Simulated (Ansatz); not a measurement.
The system is Ta3AsAu2O13.

```
CELL_PARAMETERS angstrom
5.88672 0.00000 0.00000
2.19986 5.91413 0.00000
1.85109 1.73865 7.56124
ATOMIC_POSITIONS crystal
Ta 0.39605 0.05000 0.58683
Ta 0.95891 0.61806 0.76348
Ta 0.06984 0.27356 0.18903
As 0.07072 0.88917 0.02743
Au 0.21939 0.67567 0.38144
Au 0.68925 0.45927 0.56874
O 0.16689 0.59518 0.16534
O 0.86104 0.11514 0.11677
O 0.26950 0.96377 0.83676
O 0.87527 0.82792 0.92000
O 0.70329 0.78261 0.54686
O 0.17528 0.40817 0.59350
O 0.27798 0.92640 0.17203
O 0.64612 0.14878 0.61595
O 0.14281 0.39538 0.93941
O 0.30048 0.17203 0.35732
O 0.19051 0.80386 0.59347
O 0.70787 0.47140 0.81379
O 0.77878 0.42364 0.31185
```

The cell was built by a generator and needn't be a form met in nature.

| Property | Result |
| --- | --- |
| Program | Ansatz 0.2.0 |
| Task | single point |
| Functional | PBE |
| Potentials or basis | Ansatz PAW |
| Cutoff | 420 eV (not typed: the program's choice for these potentials) |
| k mesh | 5 × 5 × 4 |
| Occupations | fermi-dirac, width 0.05 eV |
| Spin | no spin polarisation |

On this cell: pressure 0.0 GPa; largest force 0.009 eV/Å; band gap on the k mesh 1.60 eV, indirect (least direct gap 1.64 eV).

The same run follows on a disturbed copy (atoms moved at random, drawn with an rms of 0.05 Å):

```
CELL_PARAMETERS angstrom
5.88672 0.00000 0.00000
2.19986 5.91413 0.00000
1.85109 1.73865 7.56124
ATOMIC_POSITIONS crystal
Ta 0.39723 0.04576 0.59005
Ta 0.96664 0.60763 0.76150
Ta 0.06246 0.27897 0.18901
As 0.06916 0.89002 0.03323
Au 0.22101 0.67891 0.38483
Au 0.68653 0.46185 0.56854
O 0.16228 0.60843 0.15885
O 0.85795 0.12072 0.12226
O 0.27238 0.96553 0.83391
O 0.87023 0.82308 0.92104
O 0.69990 0.78239 0.54894
O 0.16800 0.41083 0.59413
O 0.27769 0.92039 0.17548
O 0.63563 0.15315 0.61837
O 0.14877 0.40277 0.94064
O 0.29674 0.16720 0.35512
O 0.18772 0.80327 0.59713
O 0.70462 0.47058 0.81611
O 0.78054 0.42593 0.30754
```

Q: What changes?

A: The energy moves by +22.2 meV/atom; pressure 1.7 GPa; largest force 2.070 eV/Å; band gap on the k mesh 1.58 eV, indirect (least direct gap 1.64 eV).

Forces on the atoms (eV/Å):
```
Ta  -0.614  0.049 -1.091
Ta  -0.463  1.398  1.180
Ta   1.693 -1.112 -0.423
As  -0.772  0.480 -1.830
Au  -0.649 -0.739 -0.561
Au  -0.140 -0.183  0.238
O    0.085 -1.379  1.529
O   -0.053 -0.521 -0.392
O   -0.671  0.062  1.301
O    0.911  0.425  0.079
O    0.167 -0.042 -0.181
O    0.355 -0.584 -0.434
O    0.240  0.975 -0.627
O    0.609  0.363 -0.173
O   -0.070 -0.701 -0.012
O    0.145  0.384  0.611
O    0.158  0.154 -0.025
O   -0.002 -0.190 -0.291
O   -0.931  1.161  1.101
```

Stress tensor (GPa, compression positive):
```
 0.90 -0.38 -1.43
-0.38  3.70 -0.53
-1.43 -0.53  0.39
```

Caveats: odd divisions of the mesh miss points on the zone boundary, where band edges often lie, so the gap on the mesh can be too wide; spin-orbit coupling is left out, which moves the levels of the heavy elements.

A k mesh can miss the band edges.
